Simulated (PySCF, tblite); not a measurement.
# C₈H₁₁ radical: geometry, infrared bands and EPR parameters

Wanted: the infrared bands and EPR parameters of C₈H₁₁ radical (`CC(C)=C1[CH]CC=C1`), by calculation.

Programs: tblite 0.8.0 and PySCF 2.14.0, with density-fitted response routines of our own. Each step states its level of theory. These are calculated values for one molecule in the gas phase, unless marked as measured. Atoms are numbered from 0 throughout.

## Step 1: The molecule as given

19 atoms, charge 0, multiplicity 2; geometry from: force field or distance geometry start.

Bonds of the start (Å): C0–C1 1.47, C1–C2 1.50, C1–C3 1.32, C3–C4 1.47, C4–C5 1.51, C5–C6 1.48, C6–C7 1.32, C7–C3 1.47, C0–H8 1.12, C0–H9 1.13, C0–H10 1.10, C2–H11 1.10, C2–H12 1.12, C2–H13 1.11, C4–H14 1.12, C5–H15 1.11, C5–H16 1.11, C6–H17 1.09, C7–H18 1.10.

## Step 2: Relaxing the molecule with GFN2-xTB

What the job is given:

```
{"job": {"kind": "relax", "xc": "GFN2-xTB", "basis": "xTB"}, "charge": 0, "multiplicity": 2}
C     -1.777800     0.616300    -1.289900
C     -1.130600     0.011100    -0.111900
C     -1.958700    -0.801700     0.832800
C      0.166100     0.201200     0.074900
C      1.144300     0.956800    -0.729400
C      2.344000     0.044100    -0.605200
C      2.196200    -0.426500     0.795000
C      0.944800    -0.340400     1.201600
H     -1.098400     1.377200    -1.755000
H     -2.702900     1.142200    -0.912100
H     -1.990600    -0.138800    -2.063300
H     -1.421100    -1.673900     1.238100
H     -2.910500    -1.134700     0.345200
H     -2.253300    -0.114000     1.646700
H      1.419800     1.900400    -0.200800
H      3.294300     0.589800    -0.748600
H      2.206000    -0.778100    -1.331400
H      2.992700    -0.804900     1.427300
H      0.525900    -0.617000     2.178800
```

Run with:

```
$ OMP_NUM_THREADS=1 python probes_run.py task.json out
```

The driver reads the jobs from task.json and runs them one after another.

The log of the run:

```text
step      E/eV     max force
  0    -614.76757    1.811
  1    -614.94859    1.173
  2    -615.04763    0.932
  3    -615.11643    0.800
  4    -615.18972    0.611
  5    -615.23723    0.626
  6    -615.29129    0.648
  7    -615.33888    0.679
  8    -615.38314    0.687
  9    -615.43878    0.699
 10    -615.52628    0.830
 11    -615.64099    0.992
 12    -615.75965    0.735
 13    -615.82880    1.652
 14    -615.80986    1.663
 15    -615.93590    0.682
 16    -615.97555    0.682
 17    -616.04724    0.829
 18    -616.07625    0.456
 19    -616.10989    0.410
 20    -616.13424    0.403
 21    -616.15175    0.419
 22    -616.17617    0.635
 23    -616.19785    0.402
 24    -616.22142    0.302
 25    -616.24196    0.306
 26    -616.27260    0.440
 27    -616.30239    0.464
 28    -616.32737    0.406
 29    -616.35297    0.331
 30    -616.37077    0.261
 31    -616.38066    0.283
 32    -616.38772    0.211
 33    -616.39498    0.196
 34    -616.40497    0.240
 35    -616.41340    0.196
 36    -616.42103    0.178
 37    -616.42718    0.179
 38    -616.43288    0.196
 39    -616.43871    0.197
 40    -616.44350    0.166
 41    -616.44667    0.106
 42    -616.44874    0.113
 43    -616.45034    0.128
 44    -616.45178    0.109
 45    -616.45318    0.094
 46    -616.45450    0.086
 47    -616.45582    0.082
 48    -616.45707    0.097
 49    -616.45792    0.068
 50    -616.45841    0.045
 51    -616.45870    0.031
 52    -616.45890    0.030
 53    -616.45902    0.023
 54    -616.45912    0.022
 55    -616.45919    0.017
 56    -616.45925    0.016
 57    -616.45929    0.015
 58    -616.45933    0.016
 59    -616.45937    0.014
 60    -616.45941    0.016
 61    -616.45945    0.016
 62    -616.45947    0.015
 63    -616.45948    0.014
 64    -616.45950    0.012
 65    -616.45953    0.012
 66    -616.45956    0.011
 67    -616.45958    0.012
 68    -616.45960    0.011
 69    -616.45963    0.011
 70    -616.45965    0.009
```

Wall time 0.35 s (1 thread of Arm Neoverse V2, shared host).

Relaxation path: (not every step is listed)

```csv
step,energy from step 0 (eV),largest force (eV/Å)
0,0.0000,1.8113
1,-0.1810,1.1728
2,-0.2801,0.9317
3,-0.3489,0.7999
4,-0.4221,0.6108
5,-0.4697,0.6260
6,-0.5237,0.6476
7,-0.5713,0.6792
8,-0.6156,0.6869
13,-1.0612,1.6524
18,-1.3087,0.4556
23,-1.4303,0.4015
28,-1.5598,0.4060
33,-1.6274,0.1964
38,-1.6653,0.1963
43,-1.6828,0.1284
48,-1.6895,0.0967
53,-1.6915,0.0232
58,-1.6918,0.0162
63,-1.6919,0.0143
65,-1.6920,0.0122
66,-1.6920,0.0112
67,-1.6920,0.0121
68,-1.6920,0.0115
69,-1.6921,0.0110
70,-1.6921,0.0091
```

Close pairs (by a distance rule), those that changed most:

```csv
bond,before (Å),after (Å),change (Å)
C3–C4,1.475,1.389,-0.086
C1–C3,1.324,1.388,+0.064
C4–H14,1.116,1.073,-0.043
C0–H9,1.129,1.090,-0.039
C0–H8,1.121,1.086,-0.035
C2–H12,1.120,1.089,-0.031
C4–C5,1.513,1.487,-0.025
C7–H18,1.099,1.075,-0.024
```

The next job starts from the end point, and lists it.

## Step 3: Harmonic vibrations with GFN2-xTB

What the job is given:

```
{"job": {"kind": "ir", "xc": "GFN2-xTB", "basis": "xTB"}, "charge": 0, "multiplicity": 2}
C     -1.850979     0.788921    -1.162023
C     -1.159826     0.033904    -0.074792
C     -2.045673    -0.664060     0.904437
C      0.224215    -0.012186     0.017348
C      1.161602     0.540390    -0.845957
C      2.539847     0.254360    -0.365759
C      2.291408    -0.528564     0.882526
C      0.982209    -0.673794     1.084634
H     -1.218269     1.570944    -1.572026
H     -2.768390     1.240430    -0.785132
H     -2.129096     0.116611    -1.978479
H     -1.580002    -1.561200     1.304635
H     -2.985640    -0.942478     0.430123
H     -2.283803    -0.007401     1.746528
H      0.965608     1.088485    -1.747318
H      3.107089     1.169758    -0.164773
H      3.124375    -0.316774    -1.094985
H      3.088641    -0.901053     1.501386
H      0.526881    -1.187044     1.912164
```

The log of the run:

```text
mode    cm-1     km/mol
  1     -43.5      0.31
  2      79.9      0.24
  3      99.8      0.07
  4     154.7      3.90
  5     230.8      0.31
  6     317.0      2.59
  7     358.0      0.43
  8     379.6      6.56
  9     453.7      1.15
 10     571.3      0.81
 11     575.6      1.47
 12     612.7     13.28
 13     758.1     14.38
 14     763.7      1.45
 15     863.4      7.62
 16     865.1      0.33
 17     896.9      0.08
 18     961.3      6.70
 19     970.8      1.30
 20     984.9      0.92
 21    1009.2      8.42
 22    1040.9      9.43
 23    1049.9      5.42
 24    1054.8      0.01
 25    1099.0      3.32
 26    1136.2     29.59
 27    1194.6      5.62
 28    1253.6      5.87
 29    1269.8     14.90
 30    1315.9      1.83
 31    1383.7      5.48
 32    1394.5     13.41
 33    1398.8      2.10
 34    1419.7     13.57
 35    1470.1     15.13
 36    1478.0      3.70
 37    1481.9      2.37
 38    1485.5      2.99
 39    1520.3      5.24
 40    1635.1      5.01
 41    2896.4     26.65
 42    2933.9     67.57
 43    2938.6     25.66
 44    2943.6     38.78
 45    3004.6     24.45
 46    3016.7     49.82
 47    3036.5     22.56
 48    3049.3     19.90
 49    3116.7     26.33
 50    3136.2     69.57
 51    3146.3     34.40
```

Wall time 0.48 s (1 thread of Arm Neoverse V2, shared host).

Which atoms move in the most intense modes:

```csv
cm⁻¹,km/mol,atoms
1136,29.6,"H17 20 %, C3 19 %"
2896,26.6,"H15 49 %, H16 42 %"
2934,67.6,"H16 50 %, H15 43 %"
2944,38.8,H10 89 %
3017,49.8,H12 88 %
3117,26.3,"H17 73 %, H18 20 %"
3136,69.6,"H18 72 %, H17 19 %"
3146,34.4,H14 92 %
```

## Step 4: g tensor and hyperfine couplings: B3LYP/pcH-1

Same as in step 3 but for these lines:

```diff
@@ -1,2 +1,2 @@
-{"job": {"kind": "ir", "xc": "GFN2-xTB", "basis": "xTB"}, "charge": 0, "multiplicity": 2}
+{"job": {"kind": "epr", "basis": "pcH-1"}, "charge": 0, "multiplicity": 2}
 C     -1.850979     0.788921    -1.162023
```

Method: UKS B3LYP, pcH-1 on C H, non-relativistic, mean-field spin-orbit, GIAO.

The log of the run:

```text
UKS, coarse grid
  cycle   1  E = -311.35818356  |g| = 3.67e-01
  cycle   2  E = -311.33802916  |g| = 4.26e-01
  cycle   3  E = -311.43343334  |g| = 4.77e-02
  cycle   4  E = -311.43384616  |g| = 4.27e-02
  cycle   5  E = -311.43483141  |g| = 8.79e-03
  cycle   6  E = -311.43489740  |g| = 5.75e-03
  cycle   7  E = -311.43492520  |g| = 3.00e-03
  cycle   8  E = -311.43493610  |g| = 1.63e-03
  cycle   9  E = -311.43493814  |g| = 5.45e-04
UKS, final grid
  cycle   1  E = -311.43496221  |g| = 6.53e-04
  cycle   2  E = -311.43496199  |g| = 1.13e-03
  cycle   3  E = -311.43496267  |g| = 1.84e-04
  cycle   4  E = -311.43496273  |g| = 1.62e-04
  cycle   5  E = -311.43496280  |g| = 4.23e-05
  cycle   6  E = -311.43496281  |g| = 1.54e-05
E = -311.43496281 Eh   <S^2> = 0.7825 (exact 0.7500)
g shifts (ppm)      1          2          3
  rmc          -140       -140       -140
  gc             -3         28         29
  oz_so         -10        630        668
  total        -153        518        557
hyperfine (MHz)  atom isotope    a_iso     a_fc   dipolar eigenvalues
    0   13C     -21.55     -21.55     -0.97     -0.08      1.05
    1   13C      59.42      59.42    -53.57    -52.34    105.90
    2   13C     -22.60     -22.60     -1.42      0.37      1.05
    3   13C     -48.13     -48.13    -25.56      9.76     15.80
    4   13C      54.09      54.09    -50.32    -48.86     99.18
    5   13C     -19.09     -19.09     -1.45      0.29      1.16
    6   13C      -7.08      -7.08    -13.06      5.80      7.26
    7   13C       8.71       8.71     -3.49     -1.87      5.36
    8    1H      12.55      12.55     -3.68     -1.18      4.87
    9    1H      30.98      30.98     -3.16     -2.68      5.85
   10    1H      73.65      73.65     -3.28     -2.52      5.80
   11    1H      22.41      22.41     -3.00     -2.69      5.69
   12    1H      24.67      24.67     -3.07     -2.78      5.85
   13    1H      89.48      89.48     -3.55     -2.51      6.06
   14    1H     -39.11     -39.11    -21.82     -0.92     22.74
   15    1H      61.59      61.59     -3.38     -2.55      5.93
   16    1H      58.71      58.71     -3.39     -2.63      6.01
   17    1H       4.27       4.27     -1.30     -0.86      2.16
   18    1H      -3.26      -3.26     -1.67     -1.56      3.22
```

Wall time 79 s (1 thread of Arm Neoverse V2, shared host); peak memory 1.1 GiB.

Principal g values 2.00217, 2.00284, 2.00288; g(iso) = 2.00263, against 2.00232 for a free electron.

Mean a(iso) over the nuclei that a row names, and the largest dipolar term of the row (other rows stand at the frozen geometry):

```csv
nuclei,isotope,a(iso) (MHz),"a(iso) (G, at g = 2.0023)",largest dipolar term (MHz)
"H15, H16",1H,60.2,21.5,6.0
C1,13C,59.4,21.2,105.9
C4,13C,54.1,19.3,99.2
C3,13C,-48.1,-17.2,-25.6
"H11, H12, H13",1H,45.5,16.2,6.1
H14,1H,-39.1,-14.0,22.7
"H8, H9, H10",1H,39.1,13.9,5.8
C2,13C,-22.6,-8.1,-1.4
C0,13C,-21.5,-7.7,1.1
C5,13C,-19.1,-6.8,-1.5
C7,13C,8.7,3.1,5.4
C6,13C,-7.1,-2.5,-13.1
H17,1H,4.3,1.5,2.2
H18,1H,-3.3,-1.2,3.2
```

Mulliken spin populations:

C0 -0.05; C1 0.64; C2 -0.05; C3 -0.23; C4 0.64; C5 -0.04; C6 -0.08; C7 0.05; H8 0.01; H9 0.01; H10 0.03; H11 0.01; H12 0.01; H13 0.04; H14 -0.03; H15 0.02; H16 0.02; H17 0.00; H18 0.00

In first order the couplings over 0.8 MHz of 1H give 384 distinct lines over 150.1 G, if the averaged nuclei exchange fast; the same motion can average rows kept apart here too.

The fields below are evaluated on a grid from the run's orbitals.

ELF in a plane through or near 11 of the atoms.

Ten even steps from '0' (0.00) to '9' (1.00):
```
0000000000000000000000000000
0000000000000000000000000000
0000000000000000000000000000
0000000000265000320000000000
0000000001799603984100000000
0000000001899805996211000000
0000012212699703883565410000
0000135547545400529588720000
0000146238728733796577510000
0000024326457267256100000000
0000015896146267166233200000
0000146543749843795688840000
0003999937682500437488840000
0005999964569810785555410000
0002899820499920885210000000
0000265200399910563100000000
0000000000058500010000000000
0000000000000000000000000000
0000000000000000000000000000
0000000000000000000000000000
```
The map spans 11.6 Å across and 9.6 Å up, centred on the molecule. Atoms in the plane (x, y in Å): C0 (1.9, 1.3), C1 (1.2, 0.0), C2 (2.0, -1.2), C3 (-0.2, 0.0), C4 (-1.1, 1.1), C5 (-2.5, 0.6), C6 (-2.3, -0.9), C7 (-1.1, -1.2), H14 (-0.9, 2.1), H17 (-3.2, -1.6), H18 (-0.6, -2.2).

log10 of the density (e/Å³) in the same plane.

Values, 10 rows by 14 columns:
```
-4.0 -4.0 -4.0 -4.0 -4.0 -4.0 -4.0 -4.0 -4.0 -4.0 -4.0 -4.0 -4.0 -4.0
-4.0 -4.0 -4.0 -4.0 -3.8 -3.0 -2.8 -3.1 -2.8 -2.8 -3.3 -4.0 -4.0 -4.0
-4.0 -4.0 -3.2 -2.6 -2.3 -1.3 -0.9 -1.7 -1.0 -1.2 -1.9 -2.5 -3.6 -4.0
-4.0 -3.1 -1.9 -1.0 -0.9 -0.2  0.1 -1.1 -0.2  0.2 -0.5 -1.4 -2.8 -4.0
-4.0 -2.7 -1.4  0.0  1.2  0.2  0.3 -0.3  0.0  0.1 -0.5 -1.4 -2.8 -4.0
-4.0 -3.0 -1.7 -0.4  0.3 -0.3  0.2  0.2  0.6 -0.1 -0.9 -1.5 -2.8 -4.0
-4.0 -2.9 -1.2  0.2  0.3  0.3  0.3 -0.9 -0.4  1.3 -0.1 -1.1 -2.5 -4.0
-4.0 -3.2 -1.7 -1.0 -1.2 -0.8  0.2 -1.1 -0.8 -0.6 -1.3 -2.1 -3.2 -4.0
-4.0 -4.0 -3.3 -2.9 -2.8 -2.2 -1.7 -2.3 -2.2 -2.2 -2.7 -3.4 -4.0 -4.0
-4.0 -4.0 -4.0 -4.0 -4.0 -3.9 -3.7 -3.9 -4.0 -3.9 -4.0 -4.0 -4.0 -4.0
```
The map spans 11.6 Å across and 9.6 Å up, centred on the molecule. Atoms in the plane (x, y in Å): C0 (1.9, 1.3), C1 (1.2, 0.0), C2 (2.0, -1.2), C3 (-0.2, 0.0), C4 (-1.1, 1.1), C5 (-2.5, 0.6), C6 (-2.3, -0.9), C7 (-1.1, -1.2), H14 (-0.9, 2.1), H17 (-3.2, -1.6), H18 (-0.6, -2.2).

On the surface of density 0.002 e/bohr³ the electrostatic potential runs, from the 1st to the 99th percentile, from -0.79 V near C7 to 0.73 V near H18.

The spin density lies nearest to C1, C4 about 32 % each; C3 9 % (beta excess).

## Step 5: Results

```
                                                                  quantity                     value
                                 strongest single infrared mode (GFN2-xTB)      3136 cm⁻¹, 70 km/mol
                                              zero-point energy (GFN2-xTB)            100.4 kcal/mol
                                                            g(iso) (B3LYP)                   2.00263
                                                                      ⟨S²⟩        0.782 (exact 0.75)
                                        largest a(iso) (averaged by class)  1H on H15, H16, 60.2 MHz
potential on the surface of density 0.002 e/bohr³, 1st and 99th percentile        -0.79 V and 0.73 V
```

What this shows: Over 70 steps the energy fell by 1.692 eV; of the close pairs, C3–C4 changed most, 1.475 to 1.389 Å. The lowest mode is imaginary (44i cm⁻¹), so the xTB geometry is not a minimum: the zero-point energy counts the real modes alone, and all values at this geometry belong to a saddle point. The strongest single mode, at 3136 cm⁻¹, moves mainly H18. GFN2-xTB is a fitted tight-binding method: band positions and strengths are rough. Its intensities can rank the bands wrongly. The largest spin populations lie on C1 (0.64 e), C4 (0.64 e). The isotropic g lies 0.3 ppt above the free-electron value. These values are for one conformer; the search (at its own cheap level) found 1 more, at 0.30 kcal/mol, and measured spectra average over such forms.
